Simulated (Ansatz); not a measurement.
# CH3BOS: the cost of one run

Computed with the Python package of Ansatz 0.2.0. Level of theory: r2SCAN0/def2-SVP.

## 1. The structure

Bond lengths: S1–B2 1.813 Å, B2–C3 1.539 Å, B2–O4 1.518 Å, C3–O4 1.316 Å, S1–H5 1.429 Å, C3–H6 1.138 Å, C3–H7 1.114 Å. Angles: S1–B2–C3 144.0°, S1–B2–O4 152.9°, C3–B2–O4 51.0°, B2–S1–H5 94.5°, B2–C3–O4 63.7°, B2–C3–H6 116.8°, B2–C3–H7 119.7°, O4–C3–H6 109.5°, O4–C3–H7 115.2°, H6–C3–H7 118.6°, B2–O4–C3 65.3°.

No structure file is read: the coordinates are typed or built in the script.

## 2. The script

scan.py

```python
"""Stretching a bond of CH3BOS, the rest held rigid."""

import ansatz as az
from ase import Atoms
import numpy as np


def main() -> None:
    atoms = Atoms(["S", "B", "C", "O", "H", "H", "H"], positions=[
        (-1.8093, 0.9057, -0.6533),
        (-0.3453, -0.1076, -0.3112),
        (0.7992, -0.3427, 0.6902),
        (0.3391, -1.4085, 0.0695),
        (-1.3677, 1.3061, -1.9518),
        (1.8537, -0.1164, 0.3268),
        (0.5916, -0.3046, 1.784),
    ])
    ch3bos = az.Crystal.molecule_from_ase(atoms)

    symbols = [site.symbol for site in ch3bos.cartesian_sites]
    start = np.array([site.position_ang for site in ch3bos.cartesian_sites])
    axis = (start[6] - start[2]) / np.linalg.norm(start[6] - start[2])
    moving = [6]
    lengths, energies = [0.98, 1.025, 1.069, 1.114, 1.159, 1.203, 1.248, 1.314], []
    for length in lengths:
        xyz = start.copy()
        xyz[moving] += (length - np.linalg.norm(start[6] - start[2])) * axis
        point = az.Crystal.molecule()
        for symbol, place in zip(symbols, xyz):
            point = point.atom(symbol, place.tolist())
        base = point.calculation().basis(gaussian="def2-SVP").functional("R2SCAN0")
        r = base.run(threads=1).report
        energies.append(r["free_energy_ev"])
        print(f"r = {length:6.3f} A  E = {energies[-1]:.5f} eV  <S^2> = {abs(r['mean_field']['state']['spin_squared']):.3f}")

    # quartic fit about the minimum
    fit = np.polynomial.Polynomial.fit(lengths, np.array(energies) - min(energies), 4).convert()
    roots = [r.real for r in fit.deriv().roots() if abs(r.imag) < 1e-9 and fit.deriv(2)(r.real) > 0]
    r_e = min(roots, key=lambda r: abs(r - lengths[int(np.argmin(energies))]))
    print(f"minimum of the fit at {r_e:.4f} A, force constant {fit.deriv(2)(r_e):.2f} eV/A^2")


if __name__ == "__main__":
    main()
```

## 3. What the engine is handed

The package turns the script's settings into the engine's input (first run):

```yaml
crystal:
  periodic: [false, false, false]
  atoms:
    - { symbol: S, position_ang: [-1.8093, 0.9057, -0.6533] }
    - { symbol: B, position_ang: [-0.3453, -0.1076, -0.3112] }
    - { symbol: C, position_ang: [0.7992, -0.3427, 0.6902] }
    - { symbol: O, position_ang: [0.3391, -1.4085, 0.0695] }
    - { symbol: H, position_ang: [-1.3677, 1.3061, -1.9518] }
    - { symbol: H, position_ang: [1.8537, -0.1164, 0.3268] }
    - { symbol: H, position_ang: [0.6165680877628565, -0.3091822935634144, 1.6524484855731578] }
basis:
  gaussian:
    orbitals: def2-SVP
hamiltonian:
  xc: r2scan0
```

## 4. Running it

Run with:

```bash
> python scan.py
```

What time and memory should one allow on 1 thread of Arm Neoverse V1, shared host?

About 26 s, with a peak of 0.22 GiB.
